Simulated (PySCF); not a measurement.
OSiSH2, in a box:

```
O Si S H
1.0
    12.00000    0.00000    0.00000
     0.00000   12.00000    0.00000
     0.00000    0.00000   10.00000
O Si S H
1 1 1 2
Direct
  0.38785 0.45474 0.46909
  0.40767 0.58892 0.49373
  0.58471 0.60286 0.53770
  0.44662 0.40064 0.47496
  0.61432 0.49494 0.52875
```

Base run:

```yaml
Program: PySCF 2.14.0
Functional: M06
Dispersion: D3
Potentials_or_basis: cc-pvdz (all-electron)
k_mesh: 1 × 1 × 1
Occupations: fixed
Spin: no spin polarisation
```

Its results: gap between the frontier levels 5.52 eV.

**Question.** After a change of settings the same cell gave: gap between the frontier levels 5.47 eV. Which change was it?
A. functional from M06 to PBE0
B. functional from M06 to PBE; dispersion from D3 to none
C. functional from M06 to r2SCAN50; dispersion from D3 to none
D. functional from M06 to PBE50; dispersion from D3 to none

**Answer.** A.

Caveats: this is a molecule in a periodic box at the Γ point, so its band gap is the HOMO-LUMO gap; the basis of atomic orbitals isn't converged, which shifts pressures, moduli and gaps.
